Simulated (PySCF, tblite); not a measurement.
**C₆H₁₂BNO: geometry, infrared bands and NMR shifts**

Wanted: the infrared bands and NMR shifts of C₆H₁₂BNO (`CC[C@H]1CC(=O)CB1N`), by calculation.

The runs use tblite 0.8.0 and PySCF 2.14.0, with density-fitted response routines of our own; the level of theory stands in each step. All values are computed, except where a source is named. Atoms are numbered from 0 throughout.

### Step 1. The starting structure

21 atoms, charge 0, multiplicity 1; geometry from: force field or distance geometry start.

Bonds of the start (Å): C0–C1 1.55, C1–C2 1.48, C2–C3 1.50, C3–C4 1.48, C4–O5 1.22, C4–C6 1.52, C6–B7 1.60, B7–N8 1.51, B7–C2 1.59, C0–H9 1.09, C0–H10 1.09, C0–H11 1.12, C1–H12 1.14, C1–H13 1.08, C2–H14 1.11, C3–H15 1.12, C3–H16 1.11, C6–H17 1.12, C6–H18 1.10, N8–H19 1.06, N8–H20 1.06.

### Step 2. Optimising the geometry with GFN2-xTB

The job: settings as JSON, then the geometry in Å.

```
{"job": {"kind": "relax", "xc": "GFN2-xTB", "basis": "xTB"}, "charge": 0, "multiplicity": 1}
C      2.585800     0.089100     0.386100
C      1.298000     0.951000     0.405000
C      0.294900     0.135700    -0.317000
C      0.099200    -1.175700     0.390100
C     -1.073600    -1.738600    -0.318200
O     -1.199000    -2.916000    -0.617100
C     -2.036700    -0.609800    -0.624100
B     -1.195400     0.689700    -0.233200
N     -1.761700     1.726400     0.714300
H      3.486800     0.696200     0.443700
H      2.562500    -0.629900     1.210700
H      2.531800    -0.500800    -0.570300
H      1.041400     1.083700     1.511100
H      1.515500     1.941000     0.025600
H      0.558700     0.004200    -1.382400
H     -0.207700    -0.954600     1.442800
H      0.997500    -1.821900     0.341200
H     -2.228900    -0.629900    -1.724600
H     -2.938200    -0.750100    -0.014700
H     -2.825100     1.712900     0.677300
H     -1.514700     2.714300     0.408000
```

Started as:

```sh
$ OMP_NUM_THREADS=1 python probes_run.py task.json out
```

This one command runs all jobs of the session in turn.

**Question.** This job is followed by: GFN2-xTB harmonic vibrations, gas phase; GIAO PBE0/pcSseg-1 NMR shielding, non-relativistic, gas phase. What will the session give for the following? strongest single infrared mode (GFN2-xTB); zero-point energy (GFN2-xTB); 13C shifts against TMS (PBE0/pcSseg-1); 1H shifts against TMS (PBE0/pcSseg-1, means over atoms taken as alike); 17O shifts against H2O (PBE0/pcSseg-1); 11B shifts against BF3·OEt2 (PBE0/pcSseg-1); 15N shifts against NH3 (PBE0/pcSseg-1).

As calculated:

```
                                                              quantity                                                     value
                             strongest single infrared mode (GFN2-xTB)                                     1787 cm⁻¹, 423 km/mol
                                          zero-point energy (GFN2-xTB)                                            111.1 kcal/mol
                                13C shifts against TMS (PBE0/pcSseg-1)                   221.1, 50.3, 36.2, 34.2, 30.3, 17.8 ppm
1H shifts against TMS (PBE0/pcSseg-1, means over atoms taken as alike)  4.15, 2.61, 1.97, 1.95, 1.67, 1.64, 1.20, 1.15, 1.07 ppm
                                17O shifts against H2O (PBE0/pcSseg-1)                                                 670.9 ppm
                           11B shifts against BF3·OEt2 (PBE0/pcSseg-1)                                                  47.7 ppm
                                15N shifts against NH3 (PBE0/pcSseg-1)                                                 100.4 ppm
```

Over 179 steps the energy fell by 1.548 eV; of the close pairs, B7–N8 changed most, 1.514 to 1.377 Å. All 57 modes are real, so the xTB geometry is a minimum. The strongest single mode, at 1787 cm⁻¹, moves mainly C4 and O5. GFN2-xTB is a fitted tight-binding method: band positions and strengths are rough. Its intensities can rank the bands wrongly. At PBE0/pcSseg-1: The widest tensor belongs to O5: span 1251 ppm, with a paramagnetic part of -729 ppm.
